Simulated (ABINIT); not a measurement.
# Si2Cl (R-3m) in ABINIT: optical spectrum with LDA

Aim: the optical spectrum of Si2Cl with LDA.

Everything below comes from runs of ABINIT 10.8.3 (patched build). Logs are shortened: lines on timing, memory, paths and dates and some standing lists are left out, and cuts for length are marked. The log counts tension as positive stress, the text compression.

## Step 1: The structure

Symmetry: R-3m, No. 166, trigonal system. Conventional cell: a = 3.881 Å, b = 3.881 Å, c = 16.501 Å, α = 90.00°, β = 90.00°, γ = 120.00°. Si (site symmetry 3m) is surrounded by 3 Si at 2.34 Å and 1 Cl at 2.41 Å. Cl (site symmetry -3m) has 2 Si at 2.41 Å as nearest neighbours.

The cell was built by a generator and needn't be a form met in nature.

## Step 2: Optical spectrum, LDA

File run.abi:

```
# Datasets
ndtset 3

# Pseudopotentials
pp_dirpath "./"
pseudos "Si.upf, Cl.upf"

# Structure
acell 5.9392114942 5.9392114942 5.9392107272 Angstrom
rprim
     0.3267083521     0.1886260493     0.9261111522
    -0.3267083521     0.1886260493     0.9261111522
     0.0000000000    -0.3772504636     0.9261112718
ntypat 2
znucl 14 17
natom 3
typat 1 1 2
xred
   0.1457800000   0.1457800000   0.1457800000
   0.8542200000   0.8542200000   0.8542200000
            0.0            0.0            0.0

# Plane-wave basis
ecut 598.650497 eV

# k points
ngkpt 8 8 8
nshiftk 1
shiftk 0.0 0.0 0.0
istwfk *1

# Exchange and correlation
ixc 7

# Bands and occupations
occopt 3
tsmear 0.05 eV

# SCF cycle
nstep 80

# Output
iomode 3
prteig 0
prtebands 0

# Dataset 1: ground state
nband1 12
tolvrs1 1.0e-12
prtden1 1
prtwf1 0
kptopt1 1

# Dataset 2: empty bands at fixed density
iscf2 -3
getden2 1
nband2 24
nbdbuf2 4
tolwfr2 1.0e-12
nstep2 120
prtden2 0
kptopt2 1

# Dataset 3: wave functions and velocity matrix elements in the full zone
optdriver3 8
wfk_task3 "wfk_optics_fullbz"
getwfk3 2
nband3 20
kptopt3 1
prtevk3 1
inclvkb3 2
```

File optic.abi:

```
&FILES
 ddkfile_1 = 'runo_DS3_1_EVK.nc',
 ddkfile_2 = 'runo_DS3_2_EVK.nc',
 ddkfile_3 = 'runo_DS3_3_EVK.nc',
 wfkfile = 'runo_DS3_WFK.nc'
/
&PARAMETERS
 broadening = 0.003675,
 domega = 0.002,
 maxomega = 0.8,
 scissor = 0.000000,
 tolerance = 0.002
/
&COMPUTATIONS
 num_lin_comp = 2,
 lin_comp = 11,33,
 num_nonlin_comp = 0
/
```

Potentials or basis: PseudoDojo NC SR LDA v0.4.1 standard.

Started as:

```
$ abinit run.abi > log 2>&1
$ optic optic.abi > optic.log 2>&1
```

run.abo:

```text
.Version 10.8.3 of ABINIT
 DATASET    1 : space group R-3 m (#166); Bravais hR (rhombohedral)
================================================================================
 Values of the parameters that define the memory need for DATASET  1.
     intxc =       0    ionmov =       0      iscf =       7    lmnmax =       6
     lnmax =       6     mgfft =      48  mpssoang =       3    mqgrid =    3001
     natom =       3  nloc_mem =       1    nspden =       1   nspinor =       1
    nsppol =       1      nsym =      12    n1xccc =    2501    ntypat =       2
    occopt =       3   xclevel =       1
       mpw =        2410          nfft =      110592          nkpt =          65
================================================================================
================================================================================
[... 13 lines left out ...]
 DATASET    3 : space group R-3 m (#166); Bravais hR (rhombohedral)
================================================================================
 Values of the parameters that define the memory need for DATASET  3.
     intxc =       0    ionmov =       0      iscf =       7    lmnmax =       6
     lnmax =       6     mgfft =      48  mpssoang =       3    mqgrid =    3001
     natom =       3  nloc_mem =       1    nspden =       1   nspinor =       1
    nsppol =       1      nsym =      12    n1xccc =    2501    ntypat =       2
    occopt =       3   xclevel =       1
       mpw =        2410          nfft =      110592          nkpt =          65
================================================================================
================================================================================

--------------------------------------------------------------------------------
------------- Echo of variables that govern the present computation ------------
--------------------------------------------------------------------------------
 -outvars: echo values of preprocessed input variables --------
            acell      1.1223482645E+01  1.1223482645E+01  1.1223482645E+01 Bohr
              amu      2.80855000E+01  3.54527000E+01
             ecut      2.20000000E+01 Hartree
           getden1          0
           getden2          1
           getden3          0
           getwfk1          0
           getwfk2          0
           getwfk3          2
             iscf1          7
             iscf2         -3
             iscf3          7
                       outvar_i_n : Printing only first  50 k-points.
              ixc           7
           jdtset        1    2    3
                       outvar_i_n : Printing only first  50 k-points.
         kptrlatt        8    0    0      0    8    0      0    0    8
          kptrlen      5.86689426E+01
            natom           3
            nband1         12
            nband2         24
            nband3         20
           nbdbuf1          0
           nbdbuf2          4
           nbdbuf3          0
[... 333 lines left out ...]
   0.00000    0.00000    0.00000    0.00000    0.00000    0.00000    0.00000    0.00000
   0.00000    0.00000    0.00000    0.00000    0.00000    0.00000    0.00000    0.00000
 prteigrs : prtvol=0 or 1, do not print more k-points.

--- !EnergyTerms
iteration_state     : {dtset: 2, }
comment             : Components of total free energy in Hartree
kinetic             :  8.53133277226969E+00
hartree             :  3.81327542133597E+00
xc                  : -7.49158162524715E+00
Ewald energy        : -1.96161785200534E+01
psp_core            :  6.88617555092665E-01
local_psp           : -1.44263077592529E+01
non_local_psp       :  3.56959113174169E+00
internal            : -2.49312510241135E+01
'-kT*entropy'       : -2.96441418463620E-04
total_energy        : -2.49315474655320E+01
...

--- !EnergyTermsDC
iteration_state     : {dtset: 2, }
comment             : '"Double-counting" decomposition of free energy'
band_energy         : -1.78904747888823E+00
Ewald energy        : -1.96161785200534E+01
psp_core            :  6.88617555092665E-01
xc_dc               : -4.21464244158737E+00
internal            : -2.49312508854364E+01
'-kT*entropy'       : -2.96441418463620E-04
total_energy_dc     : -2.49315473268548E+01
...

================================================================================
== DATASET  3 ==================================================================

--- !DatasetInfo
iteration_state: {dtset: 3, }
dimensions: {natom: 3, nkpt: 65, mband: 20, nsppol: 1, nspinor: 1, nspden: 1, mpw: 2410, }
cutoff_energies: {ecut:  22.0, pawecutdg:  -1.0, }
electrons: {nelect:   1.50000000E+01, charge:   0.00000000E+00, occopt:   3.00000000E+00, tsmear:   1.83746611E-03, }
meta: {optdriver: 8, wfk_task: 7, }
...

 mkfilename : getwfk/=0, take file _WFK from output of DATASET   2.

 Exchange-correlation functional for the present dataset will be:
  LDA: Perdew-Wang 92 LSD fit to Ceperley-Alder data - ixc=7
  J.P.Perdew and Y.Wang, PRB 45, 13244 (1992)

--------------------------------------------------------------------------------

 Computation of velocity matrix elements (DDK)

 Parameters extracted from the Abinit header:
    ecut:     22.0
    nkpt:    512
    mband:   24
    nsppol:  1
    nspinor: 1
    useylm:  0
    inclvkb: 2
    bmin: 1, bmax: 24
    Computing diagonal and off-diagonal matrix elements
    Between band index bmin: 1, bmax: 24

== END DATASET(S) ==============================================================
================================================================================

 -outvars: echo values of variables after computation  --------
            acell      1.1223482645E+01  1.1223482645E+01  1.1223482645E+01 Bohr
           etotal1    -2.4931547327E+01
           etotal2    -2.4931547327E+01
           etotal3     0.0000000000E+00
            fcart1     8.4136517581E-22 -1.1661267901E-12 -1.9242459769E-06
                      -9.9536509553E-22  1.1661267900E-12  1.9242459769E-06
                       1.5399991972E-22  1.4117215788E-22 -0.0000000000E+00
            fcart3     0.0000000000E+00  0.0000000000E+00  0.0000000000E+00
                       0.0000000000E+00  0.0000000000E+00  0.0000000000E+00
                       0.0000000000E+00  0.0000000000E+00  0.0000000000E+00
            rprim      3.2670851036E-01  1.8862614067E-01  9.2611107774E-01
                      -3.2670879878E-01  1.8862564113E-01  9.2611107774E-01
                       2.8841166174E-07 -3.7725009808E-01  9.2611142067E-01
           strten1     1.0419317497E-04  1.0419317497E-04  1.3342425888E-04
                       1.7714549187E-11  0.0000000000E+00  0.0000000000E+00
           strten3     0.0000000000E+00  0.0000000000E+00  0.0000000000E+00
                       0.0000000000E+00  0.0000000000E+00  0.0000000000E+00
           xangst      5.2516186165E-17  1.4577944456E-06  2.4055318158E+00
                       5.7035580980E-17  8.5421674530E-06  1.4095578184E+01
                       0.0000000000E+00  0.0000000000E+00  0.0000000000E+00
             xred      1.4578000000E-01  1.4578000000E-01  1.4578000000E-01
                       8.5422000000E-01  8.5422000000E-01  8.5422000000E-01
                       0.0000000000E+00  0.0000000000E+00  0.0000000000E+00
 Calculation completed.
```

optic_0001_0001-linopt.out:

```text
#calculated the component:  1  1  of dielectric function
 #broadening:    0.000000E+00    3.675000E-03
 #scissors shift:    0.000000E+00
 #energy window:    3.288168E+01eV    1.208379E+00Ha
 # Energy(eV)         Im(eps(w))
    2.721139E-01    4.280418E-02
    8.163416E-01    1.958268E-01
    1.360569E+00    8.694675E-01
    1.904797E+00    2.348430E+00
    2.449025E+00    5.703484E+00
    2.993252E+00    1.622124E+01
[... 32 lines left out ...]
    2.095277E+01    1.032127E-01
    2.149700E+01    4.972636E-02
[... 169 lines left out ...]
    1.904797E+00    3.250600E-01
    2.449025E+00    3.605594E-01
    2.993252E+00    4.519479E-01
[... 32 lines left out ...]
    2.095277E+01    1.450376E-01
    2.149700E+01    1.035491E-01
 # Energy(eV)         absorption coeff (in 10^6 m-1) = omega Im(eps) / c n(eps)
    1.632683E-01    7.142417E-03
    7.074960E-01    1.772393E-01
    1.251724E+00    9.417693E-01
    1.795951E+00    3.769000E+00
    2.340179E+00    1.322641E+01
    2.884407E+00    6.987777E+01
[... 32 lines left out ...]
    2.084392E+01    2.541071E+01
    2.138815E+01    1.242704E+01
```

Wall time 4.6 min (1 thread of Arm Neoverse V1, shared host); peak memory 0.55 GiB.

What came out:

- Free energy: -678.4220 eV
- Pressure: -3.4 GPa
- Band gap on the k mesh: none (metal or under the smearing width)

Stress tensor (GPa, compression positive):
```
-3.07  0.00  0.00
 0.00 -3.07  0.00
 0.00  0.00 -3.93
```

Dielectric function (mean over the directions given):
| energy (eV) | real part | imaginary part |
| --- | --- | --- |
| 0.33 | 8.50 | 0.05 |
| 1.31 | 10.01 | 0.66 |
| 2.29 | 12.04 | 3.78 |
| 3.37 | 5.13 | 10.89 |
| 4.35 | 1.76 | 6.41 |
| 5.44 | -0.99 | 4.48 |
| 6.42 | -0.85 | 3.63 |
| 7.51 | 0.28 | 3.10 |
| 8.49 | -0.58 | 2.47 |
| 9.58 | -0.27 | 2.34 |
| 10.56 | -0.54 | 1.74 |
| 11.65 | -0.26 | 1.41 |
| 12.63 | -0.43 | 1.44 |
| 13.71 | -0.47 | 0.99 |
| 14.69 | -0.28 | 0.68 |
| 15.78 | -0.03 | 0.57 |
| 16.76 | -0.09 | 0.47 |
| 17.85 | 0.14 | 0.40 |
| 18.83 | 0.10 | 0.35 |
| 19.92 | 0.14 | 0.14 |

Caveat: the intraband (Drude) term is left out; spectra need much finer meshes, so this one isn't converged; independent-particle spectra lack excitons; an odd number of electrons without spin polarisation forces a metal; a magnetic or distorted state may lie lower.
